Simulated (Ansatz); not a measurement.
A nudged elastic band was laid between two geometries of a periodic cell of 17 atoms, Si16Ge (host Si, host structure diamond, interstitial Ge).

Method: DFT LDA, scalar-relativistic, plane waves, PAW in Ansatz 0.2.0. Settings: PAW set soft_1, cutoff 420 eV, k mesh 2x2x2, fermi-dirac smearing 0.05 eV, no spin polarisation.

| Item | Value |
| --- | --- |
| movable images | 3 |
| climbing image | yes |
| spring | 5.0 eV/Å² |
| optimiser | quadratic models (default) |
| start path | IDPP |
| force threshold | 0.03 eV/Å |
| iteration limit | 79 |
| end points | relaxed |

Initial state:

```xyz
17
Lattice="0.0000 5.4300 5.4300 5.4300 0.0000 5.4300 5.4300 5.4300 0.0000" Properties=species:S:1:pos:R:3
Si -0.007 -0.006 0.008
Si 1.357 1.358 1.312
Si 2.721 2.722 0.008
Si 4.072 4.073 1.358
Si 2.750 -0.035 2.680
Si 4.119 1.358 4.074
Si 5.422 2.723 2.709
Si 6.786 4.026 4.074
Si -0.038 2.753 2.677
Si 1.357 4.121 4.074
Si 2.722 5.423 2.709
Si 4.024 6.788 4.074
Si 2.755 2.755 5.470
Si 4.070 4.075 6.793
Si 5.390 5.390 5.470
Si 6.787 6.788 6.837
Ge 6.784 6.790 4.081
```

Final state:

```xyz
17
Lattice="0.0000 5.4300 5.4300 5.4300 0.0000 5.4300 5.4300 5.4300 0.0000" Properties=species:S:1:pos:R:3
Si -0.004 -0.005 0.003
Si 1.317 1.317 1.318
Si 2.714 2.714 -0.046
Si 4.107 4.107 1.323
Si 2.714 -0.049 2.716
Si 4.112 1.318 4.112
Si 5.476 2.714 2.716
Si 6.780 4.078 4.080
Si -0.049 2.714 2.715
Si 1.318 4.111 4.112
Si 2.714 5.476 2.716
Si 4.078 6.779 4.080
Si 2.714 2.714 5.479
Si 4.079 4.079 6.780
Si 5.430 5.430 5.430
Si 6.780 6.780 6.782
Ge 8.139 8.138 2.719
```

Problem. Which bonds break or form, and what moves?

Solution. Contacts lost: Si15–Ge17. Contacts made: Si4–Ge17. The atom that moves furthest is Ge17, by 2.35 Å; four of its nearest neighbours are Si15 2.42, Si13 2.42, Si9 2.42, Si5 2.42 Å at the first end and Si2 2.42, Si6 2.42, Si10 2.42, Si4 2.42 Å at the last.

Problem. Give the energies along the band, and the barrier.

Solution. The forces met the threshold. The highest image is number 2 of 0 to 4, 0.36 eV above the ends, which have the same energy within 2 meV. By the program's own check the climbing image is a first-order saddle point (lowest curvatures found: -0.16 and 0.58 eV/Å²). Limits of this set-up: coarse k mesh, PAW files made for another functional, a small cell, in which the defect meets its images.

```
image  path coordinate (Å)  energy (eV)  Si15–Ge17 (Å)  Si4–Ge17 (Å)
    0                 0.00         0.00           2.42          4.69
    1                 0.81         0.23           2.55          3.98
    2                 1.62         0.36           3.21          3.05
    3                 2.36         0.20           4.04          2.53
    4                 3.10         0.00           4.69          2.42
```

Problem. What is the geometry of the highest image?

Solution. 
```xyz
17
Lattice="0.0000 5.4300 5.4300 5.4300 0.0000 5.4300 5.4300 5.4300 0.0000" Properties=species:S:1:pos:R:3
Si -0.232 -0.230 0.232
Si 1.242 1.244 1.226
Si 2.637 2.638 -0.025
Si 3.828 3.828 1.601
Si 2.820 -0.115 2.612
Si 4.205 1.245 4.188
Si 5.456 2.639 2.792
Si 6.861 4.056 4.000
Si -0.117 2.820 2.613
Si 1.244 4.206 4.188
Si 2.639 5.455 2.792
Si 4.055 6.861 4.000
Si 2.818 2.820 5.548
Si 4.282 4.283 6.578
Si 5.648 5.648 5.211
Si 6.859 6.859 6.805
Ge 7.499 7.500 3.361
```

Time of the run: 13 min on 1 thread of Arm Neoverse V1 (shared host), peak memory 0.76 GiB.
